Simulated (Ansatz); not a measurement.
# SnO2: an axial (c/a) deformation path

One table from this session's results is given with a row withheld; the runs are named, their logs left out.

Method: DFT r2SCAN, scalar-relativistic, plane waves, PAW, in Ansatz 0.2.0.

### The system as given

Symmetry: R-3m, No. 166, trigonal system. Conventional cell: a = 3.234 Å, b = 3.234 Å, c = 14.402 Å, α = 90.00°, β = 90.00°, γ = 120.00°. Sn (site symmetry -3m) has 6 O at 2.13 Å as nearest neighbours. O (site symmetry 3m) has 3 Sn at 2.13 Å as nearest neighbours.

Structure file:

```xyz
3
Lattice="1.6171 0.9336 4.8006 -1.6171 0.9336 4.8006 0.0000 -1.8673 4.8006" Properties=species:S:1:pos:R:3 pbc="T T T"
Sn    0.0000    0.0000    7.2009
O     0.0000    0.0000    3.4157
O     0.0000    0.0000   10.9861
```

It goes back to an entry of the Materials Project, which need not be the stable form.

No relaxation comes first: the listed cell is the starting point.

The first run:

At fixed volume and fractional coordinates, lengths along (0.000, 0.000, 1.000) are scaled against those across it; ρ is that ratio over its starting value.

The input, input.yaml:

```yaml
crystal:
  lattice:
    - [1.7071121059, 0.9856016339, 4.307653879]
    - [-1.7071121059, 0.9856016339, 4.307653879]
    - [0.0, -1.9712032677, 4.307653879]
  atoms:
    - { symbol: Sn, position: [0.5, 0.5, 0.5] }
    - { symbol: O, position: [0.23717, 0.23717, 0.23717] }
    - { symbol: O, position: [0.76283, 0.76283, 0.76283] }
basis:
  ecutwfc: 500
kpoints:
  mp_grid: { grid: [12, 12, 12] }
hamiltonian:
  xc: r2scan
scf:
  occupations: { method: gaussian, width: 0.05 }
output:
  forces: true
  stress: true
  eigenvalues: true
```

Started as:

```console
$ ansatz run input.yaml --threads 1 --pin off --max-ram 2560MiB --backend cpu --events-out ev --progress --plain --runs-dir out
```

Among the steps run: ρ = 0.850; At ρ = 1.200; Point ρ = 0.920; ρ = 1.100; At ρ = 0.960; At ρ = 1.050; ρ = 0.800; ρ = 1.300.

One table of the session follows, with a row left open; its other results are not shown here.

```
    ρ  ΔE (meV/atom)  pressure (GPa)  gap on the mesh (eV)
0.800          170.1           -19.1                  0.73
0.850           99.9           -16.1                  1.19
0.920           32.0           -11.9                  1.81
0.960            9.9            -9.5                  2.14
1.000            0.0            -7.2                  2.44
1.050            4.4            -4.3                  2.77
1.100              ?               ?                     ?
1.200          120.9             3.7                  3.50
1.300          275.8             8.5                  3.63
```

**Question.** Estimate the row for ρ = 1.100.

Worked estimate for «ΔE (meV/atom)». A straight line through the neighbours (1.050, 4.4) and (1.200, 120.9) gives 4.4 + (120.9 − 4.4) × (1.100 − 1.050) / (1.200 − 1.050) = 43.2; a parabola fitted to 4 rows on both sides gives 27.9.

The run gave: ΔE (meV/atom): 26.5; pressure (GPa): -1.5; gap on the mesh (eV): 3.06. In «ΔE (meV/atom)» the line misses by +16.7 and the parabola by +1.4.
